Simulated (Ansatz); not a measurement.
# [SiH3O4]− (SMILES [O-][Si](O)(O)O): revPBE/6-31G(d) (spherical functions)

Aim: the energy change on altering one bond length of [SiH3O4]− at revPBE/6-31G* (spherical functions), from 2 runs. 

The calculation is run with Ansatz 0.2.0.

13 further runs of the same task are left out: 10 that didn't finish, 3 set aside as unsound or not needed. Runs told in other sessions of the task aren't counted.

## Step 1: The molecule

[SiH3O4]−: 8 atoms, total charge -1, spin state singlet. SMILES: `[O-][Si](O)(O)O`. The shape is that of a PBE0-D4/def2-TZVPD optimisation. This is one conformer, not always the lowest.

Bond lengths: O1–Si2 1.558 Å, Si2–O3 1.684 Å, Si2–O4 1.684 Å, Si2–O5 1.684 Å, O3–H6 0.959 Å, O4–H7 0.959 Å, O5–H8 0.959 Å. Angles: O1–Si2–O3 115.2°, O1–Si2–O4 115.2°, O1–Si2–O5 115.2°, O3–Si2–O4 103.2°, O3–Si2–O5 103.2°, O4–Si2–O5 103.2°, Si2–O3–H6 107.0°, Si2–O4–H7 107.0°, Si2–O5–H8 107.0°.

## Step 2: The energy at revPBE/6-31G(d) (spherical functions)

run.yaml reads:

```yaml
crystal:
  periodic: [false, false, false]
  atoms:
    - {symbol: O, position_ang: [-1.413500, 0.197800, 0.825000]}
    - {symbol: Si, position_ang: [-0.078000, 0.010900, 0.045600]}
    - {symbol: O, position_ang: [1.319300, 0.127500, 0.978800]}
    - {symbol: O, position_ang: [0.191900, 1.122100, -1.191000]}
    - {symbol: O, position_ang: [0.099000, -1.475100, -0.727300]}
    - {symbol: H, position_ang: [1.074100, 0.563800, 1.796600]}
    - {symbol: H, position_ang: [-0.653700, 1.525800, -1.393900]}
    - {symbol: H, position_ang: [-0.539100, -2.072800, -0.333900]}
basis:
  gaussian: {orbitals: 6-31G_st_-spherical.json}
output: {orbitals: {seedname: orbitals}}
accuracy: high
hamiltonian: {xc: {name: revPBE}}
total_charge: -1
```

The basis set 6-31G* is read from a file made from the Basis Set Exchange's data (not shown).

Command:

```console
$ ansatz run run.yaml --threads 1 --pin off --max-ram 2610MiB --events-out events.jsonl --progress --plain --runs-dir runs
```

Log:

```text
Warning: RAYON_NUM_THREADS=1 ignored (pool sized by the plan → 1); use --threads N
Functional definition: revPBE
  name "revPBE"
  parameter kappa = 1.245
  parameter beta = 0.06672455060314922
  exchange = pbe_x(kappa = kappa, mu = beta*pi^2/3)
  correlation = pbe_c(beta = beta)
1756 factors; integrals over basis functions are off by at most 3.6e-9 eV
mean field evaluation 1: about -16105.7909 eV, gradient 6.9e1 eV
mean field evaluation 2: about -16070.9953 eV, gradient 1.4e2 eV
mean field evaluation 4: about -16114.1496 eV, gradient 4.0e0 eV
mean field evaluation 8: about -16114.1694 eV, gradient 3.1e-2 eV
mean field evaluation 16: about -16114.1694 eV, gradient 7.6e-6 eV
mean field -16114.16941737 eV, -592.1848035119 hartree, gradient 1.4e-8 eV, S^2 0.000000; 0 other end points of the search recorded, 0 dependent functions left out
reference -16114.16942167 eV, -592.1848036700 hartree; 25, 25 occupied and 55, 55 virtual orbitals, 1756 factors
Total energy: -16114.16942167 eV, -592.1848036700 hartree
```

Wall time 6.3 s (1 thread of Arm Neoverse V2, shared host); peak memory 0.2 GiB.

## Step 3: The distorted shape

run.yaml reads:

```yaml
crystal:
  periodic: [false, false, false]
  atoms:
    - {symbol: O, position_ang: [-1.623130, 0.180307, 0.684997]}
    - {symbol: Si, position_ang: [-0.287630, -0.006593, -0.094403]}
    - {symbol: O, position_ang: [1.319300, 0.127500, 0.978800]}
    - {symbol: O, position_ang: [-0.017730, 1.104607, -1.331003]}
    - {symbol: O, position_ang: [-0.110630, -1.492593, -0.867303]}
    - {symbol: H, position_ang: [1.074100, 0.563800, 1.796600]}
    - {symbol: H, position_ang: [-0.863330, 1.508307, -1.533903]}
    - {symbol: H, position_ang: [-0.748730, -2.090293, -0.473903]}
basis:
  gaussian:
    orbitals: 6-31G_st_-spherical.json
total_charge: -1
hamiltonian:
  xc: {name: revPBE}
accuracy: high
output: {orbitals: {seedname: orbitals}}
```

The basis set 6-31G* is read from a file made from the Basis Set Exchange's data (not shown).

Command:

```console
$ ansatz run run.yaml --threads 1 --pin off --max-ram 2610MiB --events-out events.jsonl --progress --plain --runs-dir runs
```

Log (excerpt; [...] marks lines left out):

```text
Warning: RAYON_NUM_THREADS=1 ignored (pool sized by the plan → 1); use --threads N
[... 6 set-up lines as earlier in the session ...]
1747 factors; integrals over basis functions are off by at most 3.4e-9 eV
mean field evaluation 1: about -16105.4074 eV, gradient 6.9e1 eV
mean field evaluation 2: about -16069.1300 eV, gradient 1.5e2 eV
mean field evaluation 4: about -16113.8196 eV, gradient 4.9e0 eV
mean field evaluation 8: about -16113.8545 eV, gradient 2.2e-1 eV
mean field evaluation 16: about -16113.8546 eV, gradient 5.3e-6 eV
mean field -16113.85455747 eV, -592.1732326242 hartree, gradient 9.3e-9 eV, S^2 0.000000; 0 other end points of the search recorded, 0 dependent functions left out
reference -16113.85456177 eV, -592.1732327820 hartree; 25, 25 occupied and 55, 55 virtual orbitals, 1747 factors
Total energy: -16113.85456177 eV, -592.1732327820 hartree
```

Run time: 5.4 s. Hardware: 1 thread of Arm Neoverse V2, shared host; peak memory 0.2 GiB.

## Step 4: Results

Level: revPBE/6-31G* (spherical functions).

| quantity | value |
| --- | --- |
| first shape: total energy | -592.18480 Eh |
| first shape: HOMO energy | 0.68 eV |
| first shape: LUMO energy | 5.85 eV |
| first shape: HOMO–LUMO gap (to an unbound level, set by the basis) | 5.17 eV |
| distorted shape: total energy | -592.17323 Eh |
| distorted shape: HOMO energy | 0.38 eV |
| distorted shape: LUMO energy | 5.51 eV |
| distorted shape: HOMO–LUMO gap (to an unbound level, set by the basis) | 5.12 eV |
| energy change with the Si2–O3 bond stretched from 1.684 to 1.937 Å | 0.315 eV |

In words: With the Si2–O3 bond stretched from 1.684 to 1.937 Å the energy rises by 0.31 eV (7.3 kcal/mol). The first shape isn't relaxed at this level, so the change isn't measured from a minimum. The HOMO (first shape) lies at positive energy, 0.68 eV, from the functional's self-interaction, a short basis or an electron that isn't bound; only total energies against the neutral tell. The HOMO (distorted shape) lies at positive energy, 0.38 eV, from the functional's self-interaction, a short basis or an electron that isn't bound; only total energies against the neutral tell.
